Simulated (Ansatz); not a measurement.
# CoC (rocksalt type): how the settings move a single-point run

Aim: see which settings change the result for CoC (rocksalt type), by how much, and at what cost.

Computed with Ansatz 0.2.0 (reference: DFT, PBE, PAW with Ansatz's default frozen-core files, scalar-relativistic, unless a step's input says otherwise).

### 1 The structure to begin with

It takes space group Fm-3m (No. 225, cubic). Conventional cell: a = 3.653 Å, b = 3.653 Å, c = 3.653 Å, α = 90.00°, β = 90.00°, γ = 90.00°. Around Co (site symmetry m-3m) lie 6 C at 1.83 Å. C (site symmetry m-3m) has 6 Co at 1.83 Å as nearest neighbours.

Structure file:

```cif
data_structure
_symmetry_space_group_name_H-M 'P 1'
_symmetry_Int_Tables_number 1
_cell_length_a 2.5834
_cell_length_b 2.5834
_cell_length_c 2.5834
_cell_angle_alpha 60.000
_cell_angle_beta 60.000
_cell_angle_gamma 60.000
_cell_volume 12.19
loop_
_atom_site_label
_atom_site_type_symbol
_atom_site_fract_x
_atom_site_fract_y
_atom_site_fract_z
_atom_site_occupancy
Co1 Co 0.00000 0.00000 0.00000 1
C1 C 0.50000 0.50000 0.50000 1
```

### 2 Baseline

input.yaml

```yaml
crystal:
  lattice:
    - [0.0, 1.8267428184, 1.8267428184]
    - [1.8267428184, 0.0, 1.8267428184]
    - [1.8267428184, 1.8267428184, 0.0]
  atoms:
    - { symbol: Co, position: [0.0, 0.0, 0.0], spin: 1.7 }
    - { symbol: C, position: [0.5, 0.5, 0.5] }
magnetization:
  spin_polarized: true
kpoints:
  mp_grid: { grid: [17, 17, 17] }
scf:
  occupations: { method: fermi_dirac, width: 0.05 }
hamiltonian:
  xc: pbe
  pseudopotentials: { kind: paw }
output:
  forces: true
  stress: true
  eigenvalues: true
  populations: true
```

The run is started by

```bash
> ansatz run input.yaml --threads 1 --pin off --max-ram 3072MiB --backend cpu --events-out ev --progress --plain --runs-dir out
```

### 3 Variant: occupations.width 0.025

Edit input.yaml of step 2 so:

```diff
@@ -13,3 +13,3 @@
 scf:
-  occupations: { method: fermi_dirac, width: 0.05 }
+  occupations: { method: fermi_dirac, width: 0.025 }
 hamiltonian:
```

**Question.** What will these runs give? Wanted: for each run, ending; energy change; pressure; gap; force.

**Answer**, as computed:

```csv
run,ending,energy change,pressure (GPa),gap (eV),force (eV/Å),cycles,time
reference,converged,0,154.1,0.00,0.00,14,7.5 s
1: occupations.width 0.025,converged,+0.2 meV/atom (σ→0),154.0,0.00,0.00,14,7.7 s
```

Residual by cycle in the longest SCF loop of each run; runs are numbered as in the table. The quantity is the density residual dr2, in eV.

```csv
cycle,reference,run 1
1,16.2,16.2
2,1.05,1.05
3,0.311,0.313
5,0.324,0.381
6,0.27,0.303
7,0.0137,0.02
8,3.1e-4,5.7e-4
9,7.4e-5,1.3e-4
10,4.1e-7,1.2e-6
12,1.1e-9,3.8e-9
13,2.9e-11,9.5e-11
14,1.4e-11,9.3e-12
```

Changing the smearing hardly moves the energy: +0.2 meV/atom. Cost: the same number of cycles.
